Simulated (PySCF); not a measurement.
# [OsO3Cl3]−: forces at shaken geometries

Aim: move all atoms of relaxed [OsO3Cl3]− at random and read energies and forces. The species was built from a template and needn't be a known compound.

Computed with PySCF 2.14.0. Level: B3LYP, Os def2-SVP with ECP60, O def2-SVP, Cl def2-SVP; scalar-relativistic core potentials, no spin–orbit coupling.

2 further runs of the same task are left out: 2 for a known fault of the program.

### Step 1. Where the work starts

7 atoms, charge -1, spin multiplicity 1.

Bond lengths: Os1–O2 1.734 Å, Os1–O3 1.734 Å, Os1–O4 1.721 Å, Os1–Cl5 2.465 Å, Os1–Cl6 2.518 Å, Os1–Cl7 2.446 Å. Angles: O2–Os1–O3 148.8°, O2–Os1–O4 103.6°, O2–Os1–Cl5 81.3°, O2–Os1–Cl6 80.0°, O2–Os1–Cl7 99.5°, O3–Os1–O4 103.6°, O3–Os1–Cl5 81.3°, O3–Os1–Cl6 80.0°, O3–Os1–Cl7 99.5°, O4–Os1–Cl5 94.8°, O4–Os1–Cl6 159.7°, O4–Os1–Cl7 81.2°, Cl5–Os1–Cl6 105.5°, Cl5–Os1–Cl7 176.0°, Cl6–Os1–Cl7 78.5°.

Geometry (Å):

```xyz
7
Cl3O3Os
Os    0.1879    0.0385    0.0000
O    -0.1727    0.3340    1.6702
O    -0.1727    0.3340   -1.6702
O     1.8822   -0.2618    0.0000
Cl    0.4149    2.4928    0.0000
Cl   -2.2900   -0.4092    0.0000
Cl    0.1326   -2.4066    0.0000
```

Formal oxidation states: Os +8. An earlier session relaxed this geometry at B3LYP, Os def2-SVP with ECP60, O def2-SVP, Cl def2-SVP (singlet, point group Cs).

Its energy there is -1696.512779 Eh.

### Step 2. Atoms moved at random, σ = 0.06 Å

Contents of run.py (the lines that set the calculation):

```python
mol = gto.M(atom='''
Os     0.24812     0.14387     0.03648
O     -0.11144     0.36149     1.60233
O     -0.21575     0.20298    -1.70110
O      1.88486    -0.24626     0.00781
Cl     0.39840     2.44819     0.00754
Cl    -2.34084    -0.32979     0.08928
Cl     0.11883    -2.45880    -0.04233''',
    basis={'Os': 'def2-SVP', 'O': 'def2-SVP', 'Cl': 'def2-SVP'},
    ecp={'Os': 'def2-SVP'},
    charge=-1, spin=0)
mf = dft.RKS(mol, xc='B3LYP')
mf.grids.atom_grid = (50, 194)
mf = mf.density_fit()  # fitting sets: Os def2-universal-JKFIT, O def2-universal-JKFIT, Cl def2-universal-JKFIT
mf.conv_tol = 1e-08; mf.max_cycle = 55
mf.kernel(dm0)  # dm0: the density of the relaxed state
```

Command:

```console
$ OMP_NUM_THREADS=2 python run.py
```

What it wrote:

```text
init E= -1696.50862536881
  HOMO = -0.13194425778802  LUMO = -0.040865668208889  gap/eV = 2.47837
cycle= 1 E= -1696.39283256174  delta_E= 0.116  |g|= 0.645  |ddm|= 0.93
  HOMO = -0.0526511345070645  LUMO = -0.0287802825936948  gap/eV = 0.64956
cycle= 2 E= -1692.55280400262  delta_E= 3.84  |g|= 3.98  |ddm|= 3.29
  HOMO = -0.0804513373246944  LUMO = -0.00659105842424279  gap/eV = 2.00984
cycle= 3 E= -1696.35323641102  delta_E= -3.8  |g|= 0.802  |ddm|= 2.99
  HOMO = -0.10092457353987  LUMO = -0.0470224899670629  gap/eV = 1.46675
cycle= 4 E= -1696.45071966176  delta_E= -0.0975  |g|= 0.39  |ddm|= 0.827
  HOMO = -0.123849841286178  LUMO = -0.0312081443763998  gap/eV = 2.52091
cycle= 5 E= -1696.46833979226  delta_E= -0.0176  |g|= 0.254  |ddm|= 0.607
  HOMO = -0.111298792578372  LUMO = -0.0376706822475231  gap/eV = 2.00352
cycle= 6 E= -1696.48370903966  delta_E= -0.0154  |g|= 0.0893  |ddm|= 0.298
  HOMO = -0.109497570332564  LUMO = -0.0368321480918224  gap/eV = 1.97733
cycle= 7 E= -1696.48511612033  delta_E= -0.00141  |g|= 0.0336  |ddm|= 0.0807
  HOMO = -0.109594352163571  LUMO = -0.0346175188079733  gap/eV = 2.04022
cycle= 8 E= -1696.48533684328  delta_E= -0.000221  |g|= 0.012  |ddm|= 0.0318
  HOMO = -0.109800710744144  LUMO = -0.0352189508179908  gap/eV = 2.02947
cycle= 9 E= -1696.48536932327  delta_E= -3.25e-05  |g|= 0.00278  |ddm|= 0.0135
  HOMO = -0.109901245855374  LUMO = -0.0352067230353115  gap/eV = 2.03254
cycle= 10 E= -1696.48537118418  delta_E= -1.86e-06  |g|= 0.00141  |ddm|= 0.00495
  HOMO = -0.109937491328834  LUMO = -0.0351993897379324  gap/eV = 2.03373
cycle= 11 E= -1696.48537182423  delta_E= -6.4e-07  |g|= 0.000594  |ddm|= 0.00263
  HOMO = -0.109917825000861  LUMO = -0.0352038524911156  gap/eV = 2.03307
cycle= 12 E= -1696.48537193838  delta_E= -1.14e-07  |g|= 0.000183  |ddm|= 0.00107
  HOMO = -0.109919070169064  LUMO = -0.0352085600610483  gap/eV = 2.03298
cycle= 13 E= -1696.48537195605  delta_E= -1.77e-08  |g|= 7.26e-05  |ddm|= 0.000667
  HOMO = -0.109922486819134  LUMO = -0.0352070053319554  gap/eV = 2.03311
cycle= 14 E= -1696.48537195836  delta_E= -2.31e-09  |g|= 2.23e-05  |ddm|= 0.000161
  HOMO = -0.109925526457416  LUMO = -0.0352047948671156  gap/eV = 2.03325
Extra cycle  E= -1696.48537195771  delta_E= 6.54e-10  |g|= 6.31e-05  |ddm|= 0.000105
converged SCF energy = -1696.48537195771
```

Wall time 8 s (2 threads of Arm Neoverse V1, shared host).

Read off: E = -1696.485372 Eh (+0.746 eV from the relaxed state), HOMO -2.99 eV, LUMO -0.96 eV, Mulliken charge on Os1 +0.87 e, largest force component 8.845 eV/Å. 

```
atom      Fx      Fy  Fz (eV/Å)
 Os1  -1.790  -3.091     -8.845
  O2  -1.539   0.706      6.936
  O3   0.681   0.438      1.869
  O4   1.955  -0.347     -0.011
 Cl5   0.164   1.410     -0.285
 Cl6   0.424   0.097      0.077
 Cl7   0.106   0.788      0.258
```

### Step 3. Atoms moved at random, σ = 0.15 Å

Contents of run.py (the lines that set the calculation):

```python
mol = gto.M(atom='''
Os     0.00464    -0.08128     0.00309
O     -0.36501     0.52215     1.79088
O     -0.01310     0.37545    -2.08225
O      1.91098    -0.48167     0.03434
Cl     0.61768     2.38746     0.33909
Cl    -2.32994    -0.33271    -0.12293
Cl     0.15692    -2.26774     0.03778''',
    basis={'Os': 'def2-SVP', 'O': 'def2-SVP', 'Cl': 'def2-SVP'},
    ecp={'Os': 'def2-SVP'},
    charge=-1, spin=0)
mf = dft.RKS(mol, xc='B3LYP')
mf.grids.atom_grid = (50, 194)
mf = mf.density_fit()  # fitting sets: Os def2-universal-JKFIT, O def2-universal-JKFIT, Cl def2-universal-JKFIT
mf.conv_tol = 1e-08; mf.max_cycle = 55
mf.kernel(dm0)  # dm0: the density of the relaxed state
```

Command:

```console
$ OMP_NUM_THREADS=2 python run.py
```

What it wrote:

```text
init E= -1696.10691880436
  HOMO = -0.233479146977685  LUMO = -0.217040252246038  gap/eV = 0.44733
cycle= 1 E= -1695.48450291353  delta_E= 0.622  |g|= 1.88  |ddm|= 2.36
  HOMO = 0.234347610981574  LUMO = 0.261604157362532  gap/eV = 0.74169
cycle= 2 E= -1685.76830615017  delta_E= 9.72  |g|= 4.94  |ddm|= 14.8
  HOMO = -0.0250758030530359  LUMO = 0.0367194654113699  gap/eV = 1.68153
cycle= 3 E= -1694.78188178726  delta_E= -9.01  |g|= 2.37  |ddm|= 14.5
  HOMO = -0.0953773910212621  LUMO = -0.0631753270640059  gap/eV = 0.87626
cycle= 4 E= -1696.10788228152  delta_E= -1.33  |g|= 1.05  |ddm|= 2.44
  HOMO = -0.0280625592112607  LUMO = -0.0174615400359949  gap/eV = 0.28847
cycle= 5 E= -1692.33802195287  delta_E= 3.77  |g|=  4.1  |ddm|=  3.4
  HOMO = -0.103397593775514  LUMO = -0.0491876508624923  gap/eV = 1.47513
cycle= 6 E= -1696.31606623442  delta_E= -3.98  |g|=  0.4  |ddm|= 2.66
  HOMO = -0.0997078065241612  LUMO = -0.0605816040995492  gap/eV = 1.06468
cycle= 7 E= -1696.31806064814  delta_E= -0.00199  |g|= 0.377  |ddm|= 0.664
  HOMO = -0.113273495767497  LUMO = -0.0537398774852529  gap/eV = 1.61999
cycle= 8 E= -1696.33501682011  delta_E= -0.017  |g|= 0.294  |ddm|= 0.422
  HOMO = -0.113270112332025  LUMO = -0.0536983723252117  gap/eV = 1.62103
cycle= 9 E= -1696.3351296206  delta_E= -0.000113  |g|= 0.293  |ddm|= 0.00164
  HOMO = -0.111791368235699  LUMO = -0.05401950597281  gap/eV = 1.57205
cycle= 10 E= -1696.33564094443  delta_E= -0.000511  |g|= 0.29  |ddm|= 0.0438
  HOMO = -0.113236199029655  LUMO = -0.0549494332080288  gap/eV = 1.58606
cycle= 11 E= -1696.34183725808  delta_E= -0.0062  |g|= 0.234  |ddm|= 0.0667
  HOMO = -0.115916997109564  LUMO = -0.0566078902108768  gap/eV = 1.61388
cycle= 12 E= -1696.35242568553  delta_E= -0.0106  |g|= 0.085  |ddm|= 0.188
  HOMO = -0.11241921418994  LUMO = -0.0540935050069719  gap/eV = 1.58712
cycle= 13 E= -1696.35379049623  delta_E= -0.00136  |g|= 0.0392  |ddm|= 0.0658
  HOMO = -0.112210422034985  LUMO = -0.0539556360178709  gap/eV = 1.58519
cycle= 14 E= -1696.35414617823  delta_E= -0.000356  |g|= 0.00783  |ddm|= 0.0426
  HOMO = -0.112205846796214  LUMO = -0.0540394279025459  gap/eV = 1.58279
cycle= 15 E= -1696.35416063106  delta_E= -1.45e-05  |g|= 0.00311  |ddm|= 0.00996
  HOMO = -0.112345650787248  LUMO = -0.0540699537321179  gap/eV = 1.58576
cycle= 16 E= -1696.35416406761  delta_E= -3.44e-06  |g|= 0.00101  |ddm|= 0.00498
  HOMO = -0.112404962692199  LUMO = -0.054058347602077  gap/eV = 1.58769
cycle= 17 E= -1696.35416476134  delta_E= -6.94e-07  |g|= 0.000679  |ddm|= 0.00413
  HOMO = -0.112396619941722  LUMO = -0.0540175442935507  gap/eV = 1.58858
cycle= 18 E= -1696.35416478618  delta_E= -2.48e-08  |g|= 0.000836  |ddm|= 0.0019
  HOMO = -0.112403177872596  LUMO = -0.0540444539504861  gap/eV = 1.58802
cycle= 19 E= -1696.35416494888  delta_E= -1.63e-07  |g|= 0.000122  |ddm|= 0.000692
  HOMO = -0.112392974704784  LUMO = -0.0540488212840361  gap/eV = 1.58763
cycle= 20 E= -1696.35416495526  delta_E= -6.39e-09  |g|= 0.000156  |ddm|= 0.000462
  HOMO = -0.112399158930301  LUMO = -0.0540448705615885  gap/eV = 1.58790
cycle= 21 E= -1696.3541649654  delta_E= -1.01e-08  |g|= 8.69e-05  |ddm|= 0.000477
  HOMO = -0.112399393874544  LUMO = -0.0540473161077358  gap/eV = 1.58784
cycle= 22 E= -1696.35416496917  delta_E= -3.77e-09  |g|= 2.76e-05  |ddm|= 0.000313
  HOMO = -0.112395058536054  LUMO = -0.0540490759193651  gap/eV = 1.58768
Extra cycle  E= -1696.35416496153  delta_E= 7.64e-09  |g|= 0.00019  |ddm|= 0.000184
converged SCF energy = -1696.35416496153
```

It took 10 s on 2 threads of Arm Neoverse V1, shared host.

Read off: E = -1696.354165 Eh (+4.316 eV from the relaxed state), HOMO -3.06 eV, LUMO -1.47 eV, Mulliken charge on Os1 +0.76 e, largest force component 6.212 eV/Å. The gap is small, and the closed shell wasn't tested for a lower spin-broken solution.

```
atom      Fx      Fy  Fz (eV/Å)
 Os1   5.928   5.617     -0.279
  O2   0.887  -2.495     -4.801
  O3  -0.338  -1.245      6.212
  O4  -4.858   2.075      0.058
 Cl5  -0.109  -0.043     -0.809
 Cl6  -0.280  -0.212     -0.354
 Cl7  -1.230  -3.696     -0.027
```

### Step 4. Atoms moved at random, σ = 0.06 Å

Contents of run.py (the lines that set the calculation):

```python
mol = gto.M(atom='''
Os     0.17219     0.11401    -0.05234
O     -0.15763     0.40072     1.71601
O     -0.18091     0.30322    -1.69385
O      1.83778    -0.25274     0.00325
Cl     0.43250     2.47051    -0.01930
Cl    -2.21700    -0.44971    -0.01350
Cl     0.09524    -2.46433     0.05974''',
    basis={'Os': 'def2-SVP', 'O': 'def2-SVP', 'Cl': 'def2-SVP'},
    ecp={'Os': 'def2-SVP'},
    charge=-1, spin=0)
mf = dft.RKS(mol, xc='B3LYP')
mf.grids.atom_grid = (50, 194)
mf = mf.density_fit()  # fitting sets: Os def2-universal-JKFIT, O def2-universal-JKFIT, Cl def2-universal-JKFIT
mf.conv_tol = 1e-08; mf.max_cycle = 55
mf.kernel(dm0)  # dm0: the density of the relaxed state
```

Command:

```console
$ OMP_NUM_THREADS=2 python run.py
```

What it wrote:

```text
init E= -1696.49405886858
  HOMO = -0.130118338956642  LUMO = -0.0405135001864311  gap/eV = 2.43827
cycle= 1 E= -1696.46421884906  delta_E= 0.0298  |g|= 0.41  |ddm|= 0.614
  HOMO = -0.0708555636610961  LUMO = -0.0223598523652589  gap/eV = 1.31964
cycle= 2 E= -1695.24589226473  delta_E= 1.22  |g|= 2.45  |ddm|= 1.91
  HOMO = -0.0981136131943681  LUMO = -0.010241960132282  gap/eV = 2.39111
cycle= 3 E= -1696.45142658248  delta_E= -1.21  |g|= 0.48  |ddm|= 1.63
  HOMO = -0.111535907391145  LUMO = -0.0356306085656514  gap/eV = 2.06549
cycle= 4 E= -1696.49357159601  delta_E= -0.0421  |g|= 0.191  |ddm|= 0.478
  HOMO = -0.121774823689878  LUMO = -0.0299884548335885  gap/eV = 2.49763
cycle= 5 E= -1696.49915901895  delta_E= -0.00559  |g|= 0.0908  |ddm|= 0.22
  HOMO = -0.116744364815271  LUMO = -0.0311016850636333  gap/eV = 2.33046
cycle= 6 E= -1696.50080526849  delta_E= -0.00165  |g|= 0.0454  |ddm|= 0.107
  HOMO = -0.116179683373589  LUMO = -0.0305344715309364  gap/eV = 2.33052
cycle= 7 E= -1696.5012283478  delta_E= -0.000423  |g|= 0.01  |ddm|= 0.037
  HOMO = -0.11643238310722  LUMO = -0.0299838417712171  gap/eV = 2.35238
cycle= 8 E= -1696.50124745936  delta_E= -1.91e-05  |g|= 0.0044  |ddm|= 0.012
  HOMO = -0.116259423960691  LUMO = -0.0301014421852904  gap/eV = 2.34448
cycle= 9 E= -1696.50125254927  delta_E= -5.09e-06  |g|= 0.00151  |ddm|= 0.00733
  HOMO = -0.116334092091343  LUMO = -0.0300802904890009  gap/eV = 2.34709
cycle= 10 E= -1696.50125324878  delta_E= -7e-07  |g|= 0.000381  |ddm|= 0.00212
  HOMO = -0.11635531925135  LUMO = -0.0300984304178415  gap/eV = 2.34717
cycle= 11 E= -1696.50125331693  delta_E= -6.82e-08  |g|= 0.000153  |ddm|= 0.00101
  HOMO = -0.116356648343902  LUMO = -0.0300897264858379  gap/eV = 2.34744
cycle= 12 E= -1696.50125332619  delta_E= -9.26e-09  |g|= 7.53e-05  |ddm|= 0.000416
  HOMO = -0.116357145128866  LUMO = -0.0300851313690421  gap/eV = 2.34758
Extra cycle  E= -1696.50125329901  delta_E= 2.72e-08  |g|= 0.00037  |ddm|= 0.000351
converged SCF energy = -1696.50125329901
```

It took 8.2 s on 2 threads of Arm Neoverse V1, shared host.

Result: E = -1696.501253 Eh (+0.314 eV from the relaxed state), HOMO -3.17 eV, LUMO -0.82 eV, Mulliken charge on Os1 +0.88 e, largest force component 5.541 eV/Å. 

```csv
atom,Fx,Fy,Fz (eV/Å)
Os1,-0.431,-1.172,5.541
O2,0.335,-0.486,-2.676
O3,-0.351,0.406,-2.224
O4,0.622,-0.210,-0.229
Cl5,0.004,0.699,-0.284
Cl6,-0.366,0.115,0.003
Cl7,0.188,0.648,-0.132
```

### Step 5. Results

| σ (Å) | energy rise (eV) | harmonic estimate −½ F·u (eV) | largest force component (eV/Å) |
| --- | --- | --- | --- |
| 0.06 | 0.746 | 0.787 | 8.84 |
| 0.15 | 4.316 | 3.518 | 6.21 |
| 0.06 | 0.314 | 0.301 | 5.54 |

Every displacement raises the energy. For a harmonic well the rise equals −½ F·u; the two differ by at most 18 % here (a move with σ = 0.15 Å), from anharmonicity, the grid and the small forces left at the relaxed point. These are double-zeta-type bases without diffuse functions. Spin–orbit coupling is left out.
